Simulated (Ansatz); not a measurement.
**FH3NOSi: rigid scan of one bond length in Python**

A script is to give a rigid scan of one bond length; the system is FH3NOSi. SMILES: N[Si](O)F.

Computed with the Python package of Ansatz 0.2.0. Level of theory: MP2/def2-SVP.

### 1 The system

Bond lengths: N1–Si2 1.635 Å, Si2–O3 1.641 Å, Si2–F4 1.534 Å, N1–H5 1.018 Å, N1–H6 1.056 Å, O3–H7 0.952 Å. Angles: N1–Si2–O3 99.4°, N1–Si2–F4 106.5°, O3–Si2–F4 103.1°, Si2–N1–H5 111.1°, Si2–N1–H6 109.6°, H5–N1–H6 102.1°, Si2–O3–H7 116.7°.

No structure file is read: the coordinates are typed or built in the script.

### 2 The code

fh3nosi.py

```python
"""Potential curve of FH3NOSi along one bond."""

import warnings

import ansatz as az
import matplotlib.pyplot as plt
import numpy as np


def main() -> None:
    warnings.simplefilter("ignore", az.DeckWarning)

    geometry_ang = [
        ("N", (-0.3701, 1.1497, 0.3017)),
        ("Si", (0.0974, -0.3198, 0.845)),
        ("O", (1.2213, -0.683, -0.2939)),
        ("F", (-1.0486, -1.2881, 0.5254)),
        ("H", (0.2995, 1.5233, -0.3675)),
        ("H", (-1.2403, 1.0493, -0.2886)),
        ("H", (1.102, -1.4995, -0.7678)),
    ]
    mol = az.Crystal.molecule()
    for symbol, xyz in geometry_ang:
        mol = mol.atom(symbol, xyz)

    symbols = [site.symbol for site in mol.cartesian_sites]
    start = np.array([site.position_ang for site in mol.cartesian_sites])
    axis = (start[5] - start[0]) / np.linalg.norm(start[5] - start[0])
    moving = [5]
    lengths, energies = [0.93, 0.972, 1.014, 1.056, 1.099, 1.141, 1.183, 1.246], []
    for length in lengths:
        xyz = start.copy()
        xyz[moving] += (length - np.linalg.norm(start[5] - start[0])) * axis
        point = az.Crystal.molecule()
        for symbol, place in zip(symbols, xyz):
            point = point.atom(symbol, place.tolist())
        calculation = point.calculation()
        calculation = calculation.basis(gaussian="def2-SVP").correlation("mp2")
        calculation = calculation.spin("collinear", total=1)
        rep = calculation.run().report
        energies.append(rep["free_energy_ev"])
        print(f"r = {length:6.3f} A  E = {energies[-1]:.5f} eV  <S^2> = {abs(rep['mean_field']['state']['spin_squared']):.3f}")

    # quartic fit about the minimum
    fit = np.polynomial.Polynomial.fit(lengths, np.array(energies) - min(energies), 4).convert()
    roots = [r.real for r in fit.deriv().roots() if abs(r.imag) < 1e-9 and fit.deriv(2)(r.real) > 0]
    r_e = min(roots, key=lambda r: abs(r - lengths[int(np.argmin(energies))]))
    print(f"minimum of the fit at {r_e:.4f} A, force constant {fit.deriv(2)(r_e):.2f} eV/A^2")
    plt.figure(figsize=(4.5, 3))
    plt.plot(lengths, np.array(energies) - min(energies), "o-")
    plt.xlabel("bond length (A)")
    plt.ylabel("E - E(min) (eV)")
    plt.tight_layout()
    plt.savefig("scan.png", dpi=100)


if __name__ == "__main__":
    main()
```

### 3 The calls as engine input

The package turns the script's settings into the engine's input (first run):

```yaml
crystal:
  periodic: [false, false, false]
  atoms:
    - { symbol: "N", position_ang: [-0.3701, 1.1497, 0.3017] }
    - { symbol: Si, position_ang: [0.0974, -0.3198, 0.845] }
    - { symbol: O, position_ang: [1.2213, -0.683, -0.2939] }
    - { symbol: F, position_ang: [-1.0486, -1.2881, 0.5254] }
    - { symbol: H, position_ang: [0.2995, 1.5233, -0.3675] }
    - { symbol: H, position_ang: [-1.1362473355540001, 1.061305156872418, -0.21801589540051286] }
    - { symbol: H, position_ang: [1.102, -1.4995, -0.7678] }
basis:
  gaussian:
    orbitals: def2-SVP
magnetization:
  spin_polarized: true
  initial_magnetization: 1.0
correlation:
  method: mp2
```

### 4 Launch

Command:

```sh
$ python fh3nosi.py
```

What it wrote:

```text
r =  0.930 A  E = -14145.18185 eV  <S^2> = 0.752
r =  0.972 A  E = -14145.34757 eV  <S^2> = 0.752
r =  1.014 A  E = -14145.40491 eV  <S^2> = 0.752
r =  1.056 A  E = -14145.37876 eV  <S^2> = 0.752
r =  1.099 A  E = -14145.28595 eV  <S^2> = 0.752
r =  1.141 A  E = -14145.14651 eV  <S^2> = 0.752
r =  1.183 A  E = -14144.97113 eV  <S^2> = 0.752
r =  1.246 A  E = -14144.66114 eV  <S^2> = 0.752
minimum of the fit at 1.0203 A, force constant 45.66 eV/A^2
```

Run time: 8.7 s. Hardware: 1 thread of Arm Neoverse V1, shared host; peak memory 0.25 GiB.

### 5 Inputs of later runs

The engine's inputs for some of the other runs:

Run 2, against run 1:

```diff
@@ -9 +9 @@
-    - { symbol: H, position_ang: [-1.1362473355540001, 1.061305156872418, -0.21801589540051286] }
+    - { symbol: H, position_ang: [-1.1708475378048258, 1.0573131316989146, -0.24148693583795533] }
```

Run 4, against run 1:

```diff
@@ -9 +9 @@
-    - { symbol: H, position_ang: [-1.1362473355540001, 1.061305156872418, -0.21801589540051286] }
+    - { symbol: H, position_ang: [-1.2400479423064774, 1.0493290813519072, -0.2884290167128404] }
```

Run 6, against run 1:

```diff
@@ -9 +9 @@
-    - { symbol: H, position_ang: [-1.1362473355540001, 1.061305156872418, -0.21801589540051286] }
+    - { symbol: H, position_ang: [-1.3100721611474344, 1.041249982786483, -0.335929931883855] }
```

Lines on the test bed's own set-up are left out of the output.

### 6 What each run gave

From the records of these 8 runs:

```tsv
run	distance (Å)	energy from run 3 (eV)	<S²>	iterations in all	CPU time (s)
1	0.93	0.2231	0.75	12	0.92
2	0.97	0.0573	0.75	12	0.93
3	1.01	0.0000	0.75	12	0.92
4	1.06	0.0261	0.75	12	0.92
5	1.10	0.1190	0.75	12	0.93
6	1.14	0.2584	0.75	12	0.94
7	1.18	0.4338	0.75	12	0.96
8	1.25	0.7438	0.75	12	0.97
```

### 7 Summary of results

| quantity | value |
| --- | --- |
| bond length at the fit's minimum | 1.0203 Å |
| runs compared | 8 |
| range of energy | 0.744 eV |
| lowest point, distance (Å) | 1.01 |

The lowest point, at 1.01, lies inside the range. The ends stand 0.223 and 0.744 eV above it. The distance scanned is the script's pair 0, 5. The rest of the molecule is held rigid at a force-field or estimated start geometry, and the basis set is modest; single-reference methods fail as a bond breaks. The species is open-shell (spin multiplicity 2).
